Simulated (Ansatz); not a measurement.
Working through cell relaxations under several functionals of KI, space group Fm-3m

Program: Ansatz's Python interface.

The cells in order, each with its output:

In [1]:
```python
import ansatz as az
import numpy as np
```

In [2]:
```python
config = {
    'occupations': 'fixed',
    'force_tol': 0.005,
}
```

In [3]:
```python
def edges_and_angles(cell):
    cell = np.asarray(cell)
    a, b, c = np.linalg.norm(cell, axis=1)
    cosines = cell[1] @ cell[2] / (b * c), cell[0] @ cell[2] / (a * c), cell[0] @ cell[1] / (a * b)
    return (a, b, c, *np.degrees(np.arccos(cosines)))

crystal = (
    az.Lattice.of((0.0, 3.53277, 3.53277), (3.53277, 0.0, 3.53277), (3.53277, 3.53277, 0.0))
    .atom('K', (0.0, 0.0, 0.0))
    .atom('I', (0.5, 0.5, 0.5))
)
```

In [4]:
```python
base = (
    crystal.calculation()
    .pseudopotentials('paw', azcp={'folder': 'soft_1'})
    .kpoints(4)
    .occupations(config['occupations'])
    .relax(cell=True, force_tolerance=config['force_tol'])  # relax until the tolerances are met
)
```

In [5]:
```python
levels = [('pbe', 'none'), ('r2scan', 'rvv10'), ('revpbe', 'd3bj')]
print('level            a       b       c    alpha   beta  gamma  V/atom  steps')
for name, dispersion in levels:
    seen = []
    run = base.functional(name, dispersion=dispersion).session().plan()
    done = run.execute(on_event=lambda e: seen.append(e) if e['event'] == 'relax_step' else None)
    cell = done.lattice.cell_ang
    label = name if dispersion == 'none' else f'{name}+{dispersion}'
    print('{:13s} {:7.4f} {:7.4f} {:7.4f} {:6.2f} {:6.2f} {:6.2f}'.format(label, *edges_and_angles(cell)), f'{abs(np.linalg.det(cell)) / len(done.lattice.sites):7.3f} {len(seen):5d}')
```
```text
level            a       b       c    alpha   beta  gamma  V/atom  steps
DeckWarning: basis.ecutwfc = 420 eV, auto-derived from the records' recommended cutoffs: set by K (normal level)
pbe            5.0754  5.0754  5.0754  60.00  60.00  60.00  46.224     4
DeckWarning: basis.ecutwfc = 500 eV, auto-derived from the records' recommended cutoffs: set by K (their level for a meta-GGA)
r2scan+rvv10   4.9535  4.9535  4.9535  60.00  60.00  60.00  42.972     4
revpbe+d3bj    4.9779  4.9779  4.9779  60.00  60.00  60.00  43.610     4
```

From smallest to largest: r2SCAN+RVV10 (42.97 Å³ an atom, -2.5 % against the start), revPBE+D3BJ (43.61 Å³ an atom, -1.1 % against the start) and PBE (46.22 Å³ an atom, +4.8 % against the start). The spread is 7.6 % in volume.

Forces vanish by symmetry, so the ions can't move, and the end may be a saddle. Edges and angles are those of the cell as typed, here a primitive one, not of the conventional cell. The structure is a deposited one; some such entries were measured under pressure or heat, so a shift against it needn't be the functional's error alone. Warnings are shown shortened and without file and line. By the engine's processor time: 42 s on 1 thread of Intel(R) Xeon(R) Processor @ 2.30GHz, on a shared host, peak memory 0.94 GiB.

(A comment or docstring line of the script was reworded after the run, the code is as it ran.)
